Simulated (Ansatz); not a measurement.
What does this script print? It uses Ansatz 0.2.0, Python API.

The script, `disp_c2h5nsi.py`:
```python
"""Size of D3 and D4 in C2H5NSi."""

import ansatz as az

BASIS = "def2-SVP"

geometry_ang = [
    ("N", [0.3234, 0.555, -2.2697]),
    ("C", [0.2848, 0.5656, -1.1125]),
    ("C", [0.2744, 0.5416, 0.1671]),
    ("Si", [-0.379, -0.8312, 1.0562]),
    ("H", [0.7427, 1.4311, -2.665]),
    ("H", [0.7701, 1.345, 0.7536]),
    ("H", [-1.8802, -0.9286, 0.7788]),
    ("H", [0.2423, -2.1111, 0.7115]),
    ("H", [-0.2901, -0.6138, 2.5629]),
]
system = az.Crystal.molecule()
for symbol, xyz in geometry_ang:
    system = system.atom(symbol, xyz)

base = system.calculation().basis(gaussian=BASIS)
for name in ["blyp", "pbe"]:
    for correction in ("d3bj", "d4"):
        summary = base.functional(name, dispersion=correction).run(threads=1).report
        print(f"{name:8s} {correction:5s} total {summary['free_energy_ev']:.5f} eV, of which dispersion {1000 * summary['dispersion']['energy']['ev']:.2f} meV")
```

```console
$ python disp_c2h5nsi.py
blyp     d3bj  total -11513.80704 eV, of which dispersion -381.86 meV
blyp     d4    total -11513.79403 eV, of which dispersion -368.85 meV
pbe      d3bj  total -11506.48743 eV, of which dispersion -176.24 meV
pbe      d4    total -11506.47710 eV, of which dispersion -165.91 meV
```

Notes:
- Total energies depend on the basis set; only differences at equal settings carry meaning.
- The geometry is a force-field or estimated start, not a minimum of this method, and the basis set is short of its limit. D4 holds the three-body term, and d3bj doesn't.
- It ran for 6.9 s on 1 thread of Arm Neoverse V2, on a shared host, peak memory 0.17 GiB.

(Lines on the test bed's own set-up are left out of the output.)
